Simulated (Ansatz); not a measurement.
# C2H8OSi2: the cost of one run

Method: RKS r2SCAN/STO-3G, in Ansatz 0.2.0.

### Step 1. The system as given

Bond lengths: Si1–Si2 2.295 Å, Si2–C3 1.852 Å, C3–C4 1.441 Å, Si2–O5 1.664 Å, C4–O5 1.488 Å, Si1–H6 1.438 Å, Si1–H7 1.532 Å, Si1–H8 1.436 Å, Si2–H9 1.452 Å, C3–H10 1.080 Å, C3–H11 1.123 Å, C4–H12 1.096 Å, C4–H13 1.161 Å. Angles (14 of 25 angles, heavy atoms first): Si1–Si2–C3 116.2°, Si1–Si2–O5 116.3°, C3–Si2–O5 79.1°, Si2–C3–C4 85.9°, C3–C4–O5 100.0°, Si2–O5–C4 91.7°, Si1–Si2–H9 114.2°, C3–Si2–H9 114.7°, O5–Si2–H9 111.8°, Si2–Si1–H6 111.6°, Si2–Si1–H7 108.1°, Si2–Si1–H8 111.9°, Si2–C3–H10 114.8°, Si2–C3–H11 115.5°.

As a file:

```xyz
13

Si    0.2714   -1.0758    1.9312
Si    0.2064   -0.8265   -0.3488
C     0.5687    0.8705   -0.9974
C    -0.8578    1.0044   -1.1529
O    -1.2683   -0.4181   -1.0030
H     1.6209   -1.0535    2.4273
H    -0.4225    0.1359    2.5622
H    -0.4239   -2.2564    2.3607
H     0.8411   -1.9065   -1.0838
H     1.1567    0.8927   -1.9027
H     1.0347    1.5808   -0.2622
H    -1.2316    1.3778   -2.1129
H    -1.4754    1.6400   -0.4028
```

### Step 2. End point A

Contents of input.yaml:

```yaml
crystal:
  periodic: [false, false, false]
  atoms:
    - { symbol: Si, position_ang: [0.2714, -1.0758, 1.9312] }
    - { symbol: Si, position_ang: [0.2064, -0.8265, -0.3488] }
    - { symbol: C, position_ang: [0.5687, 0.8705, -0.9974] }
    - { symbol: C, position_ang: [-0.8578, 1.0044, -1.1529] }
    - { symbol: O, position_ang: [-1.2683, -0.4181, -1.003] }
    - { symbol: H, position_ang: [1.6209, -1.0535, 2.4273] }
    - { symbol: H, position_ang: [-0.4225, 0.1359, 2.5622] }
    - { symbol: H, position_ang: [-0.4239, -2.2564, 2.3607] }
    - { symbol: H, position_ang: [0.8411, -1.9065, -1.0838] }
    - { symbol: H, position_ang: [1.1567, 0.8927, -1.9027] }
    - { symbol: H, position_ang: [1.0347, 1.5808, -0.2622] }
    - { symbol: H, position_ang: [-1.2316, 1.3778, -2.1129] }
    - { symbol: H, position_ang: [-1.4754, 1.64, -0.4028] }
basis:
  gaussian: { orbitals: STO-3G }
hamiltonian:
  xc: r2scan
relax:
  f_tol: 0.015
  max_steps: 40
```

On the command line:

```
$ ansatz run input.yaml --threads 1 --pin off --max-ram 2048MiB --backend cpu --events-out ev --progress --plain --runs-dir out
```

**Question.** How long does this run take on 1 thread of Intel Xeon Platinum 8488C (Sapphire Rapids), shared host, and how much memory does it need?

About 39 s, with a peak of 0.17 GiB.
